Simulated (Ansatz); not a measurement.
Working through a relaxation of cell and ions of YbAg, space group Pm-3m

Computed with Ansatz's Python interface.

Notebook, run cell by cell (the value of a cell's last expression is shown):

In [1]:
```python
import warnings

import ansatz as az
from ase import Atoms
from ase.data import atomic_numbers
from ase.io import write
import numpy as np
import spglib
```

In [2]:
```python
def edges_and_angles(cell):
    cell = np.asarray(cell)
    a, b, c = np.linalg.norm(cell, axis=1)
    cosines = cell[1] @ cell[2] / (b * c), cell[0] @ cell[2] / (a * c), cell[0] @ cell[1] / (a * b)
    return (a, b, c, *np.degrees(np.arccos(cosines)))
```

In [3]:
```python
warnings.simplefilter('ignore', az.DeckWarning)
```

In [4]:
```python
vectors = np.array([
    [3.6787, 0.0, 0.0],
    [0.0, 3.6787, 0.0],
    [0.0, 0.0, 3.6787],
])
crystal = (
    az.Lattice.of(vectors)
    .atom('Yb', [0.5, 0.5, 0.5])
    .atom('Ag', [0.0, 0.0, 0.0])
)
```

In [5]:
```python
calc = (
    crystal.calculation()
    .functional('LDA')
    .pseudopotentials('paw')
    .basis(510)
    .kpoints(8)
    .occupations('Methfessel-Paxton')
    .relax(fix_cell=['a', 'angles'])
    .stress()
    .potential()
)
steps = []
```

In [6]:
```python
def follow(event):
    if event['event'] != 'relax_step':
        return
    row = event['data']
    steps.append(row)
    print(f'step {row["step"]:3d}  E = {row["lagrangian_ev"]:.5f} eV  largest force component = {row["allowed_force_max_ev_ang"]:.4f} eV/A  P = {row["pressure_gpa"]:.3f} GPa')
```

In [7]:
```python
out = calc.session().plan(threads=1).execute(on_event=follow)
data = out.report

data['kpoints_frac'][:4]
```
```text
step   1  E = -21019.36669 eV  largest force component = 0.0000 eV/A  P = -6.568 GPa
step   2  E = -21019.49260 eV  largest force component = 0.0000 eV/A  P = -2.117 GPa
step   3  E = -21019.49909 eV  largest force component = 0.0000 eV/A  P = -0.216 GPa
step   4  E = -21019.49932 eV  largest force component = 0.0000 eV/A  P = -0.562 GPa
step   5  E = -21019.49921 eV  largest force component = 0.0000 eV/A  P = -0.563 GPa
```
Out [7]:
```text
[[0.0, 0.0, 0.0], [0.0, 0.0, 0.125], [0.0, 0.0, 0.25], [0.0, 0.0, 0.375]]
```

In [8]:
```python
data['n_electrons']
```
Out [8]:
```text
43.0
```

In [9]:
```python
data['published_state_doubts']
```
Out [9]:
```text
[]
```

In [10]:
```python
first, last = steps[0], steps[-1]
symbols = [site.symbol for site in out.lattice.sites]
print(f'energy gained {first["lagrangian_ev"] - last["lagrangian_ev"]:.4f} eV in {len(steps) - 1} steps')
for label, vectors in (('before', first['cell_ang']), ('after', out.lattice.cell_ang)):
    print(label, 'a b c (A) {:.4f} {:.4f} {:.4f}  angles {:.2f} {:.2f} {:.2f}'.format(*edges_and_angles(vectors)), f' V = {abs(np.linalg.det(vectors)):.3f} A^3')
print('final stress xx yy zz (GPa, compression positive):', np.round(np.diag(data['stress_gpa']), 3) + 0.0)
```
```text
energy gained 0.1325 eV in 4 steps
before a b c (A) 3.6787 3.6787 3.6787  angles 90.00 90.00 90.00  V = 49.783 A^3
after a b c (A) 3.6787 3.4508 3.4508  angles 90.00 90.00 90.00  V = 43.805 A^3
final stress xx yy zz (GPa, compression positive): [-1.64  -0.024 -0.024]
```

In [11]:
```python
relaxed = Atoms(symbols, positions=[site.position_ang for site in out.lattice.sites], cell=out.lattice.cell_ang, pbc=True)
write('relaxed.extxyz', relaxed, format='extxyz')
```

In [12]:
```python
fractions = [site.position_frac for site in out.lattice.sites]
numbers = [atomic_numbers[s] for s in symbols]
for tolerance in (1e-3, 1e-2, 1e-1):
    print(f'space group at {tolerance} A:', spglib.get_spacegroup((out.lattice.cell_ang, fractions, numbers), symprec=tolerance))
```
```text
space group at 0.001 A: P4/mmm (123)
space group at 0.01 A: P4/mmm (123)
space group at 0.1 A: P4/mmm (123)
```

In [13]:
```python
print('%-22s %14.5f eV' % ('F = E - TS', data['free_energy_ev']))
print('%-22s %14.5f eV' % ('E', data['internal_energy_ev']))
print('%-22s %14.5f eV' % ('Harris-Foulkes', data['harris_foulkes_ev']))
print('%-22s %14.5f eV' % ('Fermi level', data['fermi_energy_ev']))

principal = np.linalg.eigvalsh(np.array(data['stress_gpa']))
mises = np.sqrt(0.5 * sum((principal[i] - principal[i - 1]) ** 2 for i in range(3)))
print('principal stresses (GPa, compression positive):', np.round(principal, 3))
print(f'mean {principal.mean():.3f} GPa, von Mises {mises:.3f} GPa, PV = {principal.mean() * data["setup"]["cell_volume_ang3"] / 160.21766:.4f} eV')
```
```text
F = E - TS               -21019.49921 eV
E                        -21019.49934 eV
Harris-Foulkes           -21019.49921 eV
Fermi level                  15.53399 eV
principal stresses (GPa, compression positive): [-1.64  -0.024 -0.024]
mean -0.563 GPa, von Mises 1.616 GPa, PV = -0.1539 eV
```

In [14]:
```python
v = out.potential()
line = v.v_es_ev.mean(axis=(0, 1))
print('planar mean of the electrostatic potential along the third grid axis (eV):')
np.round(line[:: max(len(line) // 12, 1)], 3)
```
```text
planar mean of the electrostatic potential along the third grid axis (eV):
```
Out [14]:
```text
array([ 8.976,  9.502, 10.764, 11.564, 10.399,  7.592,  5.098,  4.497,
        6.193,  9.081, 11.259, 11.349, 10.084,  9.112])
```

`relaxed.extxyz`, as written:
```text
2
Lattice="3.6787 7.337970528400592e-129 0.0 7.337970528400592e-129 3.450757917197748 0.0 0.0 0.0 3.450757917197748" Properties=species:S:1:pos:R:3 pbc="T T T"
Yb       1.83935000       1.72537896       1.72537896
Ag      -0.00000000      -0.00000000       0.00000000
```

Total energies depend on the potentials; only differences at equal settings carry meaning. A total without «per atom» is that of the whole cell that was run. Semilocal functionals put the nearly full 4f shell of Yb too close to the Fermi level. Forces vanish by symmetry, so the ions can't move, and the end may be a saddle. Under cold or Methfessel-Paxton smearing the entropy term is a generalised one and can be negative. Part of the cell is held or a pressure is applied, so the end point needn't be the zero-pressure lattice. The mesh is modest for a metal, so energies can be off by several to tens of meV an atom and pressures by half a GPa or more; differences at equal mesh fare better. The zero of the levels is a convention of the potentials, so an absolute Fermi energy is no work function. Energies along a relaxation are free energies. Rows at an unchanged volume are solved on a plane-wave basis chosen afresh for that cell, so the energy can jump there; the script counts such rows among its steps. The cell relaxed to the group P4/mmm; tensors and edges are in the axes of the typed cell. The structure is a deposited one; some such entries were measured under pressure or heat, so a shift against it needn't be the functional's error alone. The script silences the warnings on its input, which a real study should read. Timing: 45 s on 1 thread of Arm Neoverse V2, on a shared host, peak memory 0.53 GiB.
